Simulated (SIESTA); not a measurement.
Runs of SIESTA 5.4.2 on HfB. Symmetry: Fm-3m, No. 225, cubic system. The conventional cell has a = 4.620 Å, b = 4.620 Å, c = 4.620 Å, α = 90.00°, β = 90.00°, γ = 90.00°. Hf (site symmetry m-3m) has 6 B at 2.31 Å as nearest neighbours. B (site symmetry m-3m) is surrounded by 6 Hf at 2.31 Å. 

| task | level | potentials or basis | cell | k mesh | force tolerance | optimiser | stress tolerance (GPa) | grid cutoff | energy shift | gap on the mesh (eV) | pressure (GPa) | relaxed volume (Å³/atom) |
| --- | --- | --- | --- | --- | --- | --- | --- | --- | --- | --- | --- | --- |
| relaxation of the atoms | PBEGcGxLO | PseudoDojo 0.4 standard (PBE files), TZP (energy shift 0.01 Ry) | atoms relaxed | 10 × 10 × 10 | 0.02 eV/Å | - | - | 800 Ry | 0.01 Ry | none | 22.7 | - |
| relaxation of cell and atoms | PBEsol | PseudoDojo 0.5 standard (PBE files), DZP (energy shift 0.002 Ry) | relaxed | 8 × 8 × 8 | 0.01 eV/Å | Broyden | 0.05 | 1200 Ry | 0.002 Ry | none | 0.0 | (a) |
| single point | PBE | PseudoDojo 0.4 standard (PBE files), DZP (energy shift 0.002 Ry) | as given | 10 × 10 × 10 | - | - | - | 800 Ry | 0.002 Ry | none | 31.8 | - |
| relaxation of cell and atoms | APBE | PseudoDojo 0.4 standard (PBE files), DZP (energy shift 0.002 Ry) | relaxed | 8 × 8 × 8 | 0.01 eV/Å | Broyden | 0.05 | 1200 Ry | 0.002 Ry | none | 0.0 | 14.31 |

Alike in all rows: no spin polarisation; smearing fermi-dirac 0.05 eV.

Task: Estimate the missing entries.

Result: (a) 13.86.

Caveats: semicore shells carry a single zeta, which can move pressures by several GPa and volumes by a few percent; the basis of atomic orbitals isn't converged, which shifts pressures, moduli and gaps; the potentials were made for another functional, which shifts forces and pressure (some runs); the volume moved by +12 % from the deposited cell, more than functionals usually miss (some runs); a pressure of tens of GPa on the cell as given is suspect, and the run, the potentials or the cell itself is likely at fault (some runs); the volume moved by over 15 % at a fixed basis, so the end points are rough (some runs); the volume moved by +16 % from the deposited cell, more than functionals usually miss (some runs).

A k mesh can miss the band edges, and the runs leave out spin-orbit coupling on Hf.

A gap of «none» marks a metal or a gap under the smearing width.

Not every run made on this cell is shown here.
